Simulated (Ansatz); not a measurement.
# C2H5NOSi: a ladder of functionals and wavefunction methods

How much do the methods differ for C2H5NOSi? The plan is to run it at one geometry with functionals of several rungs and with coupled cluster. The yardstick is the atomisation energy at the CCSD(T) limit.

The runs use Ansatz 0.2.0, Gaussian basis; functionals in def2-TZVPP, the program's frozen cores in correlated methods.

The runs, in order: PBE-D4, r2SCAN-D4, PBE0-D4, B3LYP-D4, ωB97X-V, ωB97M-V, B2PLYP; CCSD(T)/def2-TZVPP; MP2/def2-QZVPP; extrapolation to the limit.

## 1. The geometry

The geometry comes from an earlier relaxation with PBE0-D4 in a triple-zeta def2 set; it is a stationary point, not always the lowest conformer.

10 atoms, charge 0, spin multiplicity 1.

Atoms are counted from 1 here; the program's logs count them from 0.

Bond lengths: C1–Si2 1.843 Å, C1–H6 1.091 Å, C1–H7 1.093 Å, C1–H8 1.093 Å, Si2–N3 1.764 Å, Si2–O5 1.726 Å, Si2–H9 1.481 Å, N3–C4 1.279 Å, C4–O5 1.373 Å, C4–H10 1.092 Å. Angles: Si2–C1–H6 110.8°, Si2–C1–H7 110.0°, Si2–C1–H8 110.5°, H6–C1–H7 108.6°, H6–C1–H8 108.9°, H7–C1–H8 107.9°, C1–Si2–N3 119.0°, C1–Si2–O5 114.3°, C1–Si2–H9 112.4°, N3–Si2–O5 79.8°, N3–Si2–H9 115.8°, O5–Si2–H9 111.4°, Si2–N3–C4 83.0° and more.

## 2. PBE-D4 (GGA)

in.yaml

```yaml
crystal:
  periodic: [false, false, false]
  atoms:
    - {symbol: C, position_ang: [-1.537848, -0.368061, -0.080582]}
    - {symbol: Si, position_ang: [0.168528, -0.111122, 0.567310]}
    - {symbol: N, position_ang: [1.534654, -0.766860, -0.336488]}
    - {symbol: C, position_ang: [1.801436, 0.469337, -0.525598]}
    - {symbol: O, position_ang: [0.916140, 1.352969, 0.040232]}
    - {symbol: H, position_ang: [-1.569303, -0.216394, -1.160893]}
    - {symbol: H, position_ang: [-1.872607, -1.385722, 0.138374]}
    - {symbol: H, position_ang: [-2.237137, 0.324513, 0.395060]}
    - {symbol: H, position_ang: [0.241452, -0.255927, 2.039776]}
    - {symbol: H, position_ang: [2.637885, 0.906067, -1.074290]}
basis:
  gaussian: {orbitals: def2-TZVPP}
hamiltonian: {xc: pbe, dispersion: d4}
output: {forces: true, orbitals: {seedname: orbitals}}
```

On the command line:

```console
ansatz run in.yaml --threads 4 --pin off --events-out ev --progress --plain --max-ram 10444MiB
```

The runs that follow: r2SCAN-D4 (meta-GGA); PBE0-D4 (hybrid); B3LYP-D4 (hybrid); ωB97X-V (range-separated); ωB97M-V (range-separated); B2PLYP (double hybrid); CCSD(T) in def2-TZVPP; MP2 in def2-QZVPP.

Before running them: what should the planned runs give, taken together? Wanted: atomisation energy, CCSD(T)/CBS; farthest; mean size of error, hybrid; mean size of error, range-separated; gap, smallest and largest; T1 diagnostic; triples share of the correlation energy.

The runs gave:

| quantity | value |
| --- | --- |
| atomisation energy, CCSD(T)/CBS | 957.2 kcal/mol |
| functionals within 4.8 kcal/mol (0.5 %) | r2SCAN-D4, PBE0-D4, B3LYP-D4 |
| farthest | PBE-D4 (+27.0 kcal/mol) |
| mean size of error, hybrid | 1.8 kcal/mol |
| mean size of error, range-separated | 5.7 kcal/mol |
| gap, smallest and largest | 5.05 eV (PBE-D4), 12.41 eV (ωB97X-V) |
| T1 diagnostic | 0.0142 |
| triples share of the correlation energy | 4.3 % |

PBE-D4 is off by +27.0 kcal/mol. Double hybrids carry the basis error of their MP2 part in triple zeta, and no dispersion term here, so their miss is partly the set-up's. The reference freezes the cores and leaves out relativity and excitations past (T), so misses under about 4.8 kcal/mol can't be ranked. Hartree-Fock recovers 70 % of the binding; the rest is correlation. Orbital gaps span 5.1 to 12.4 eV; exact exchange widens them.
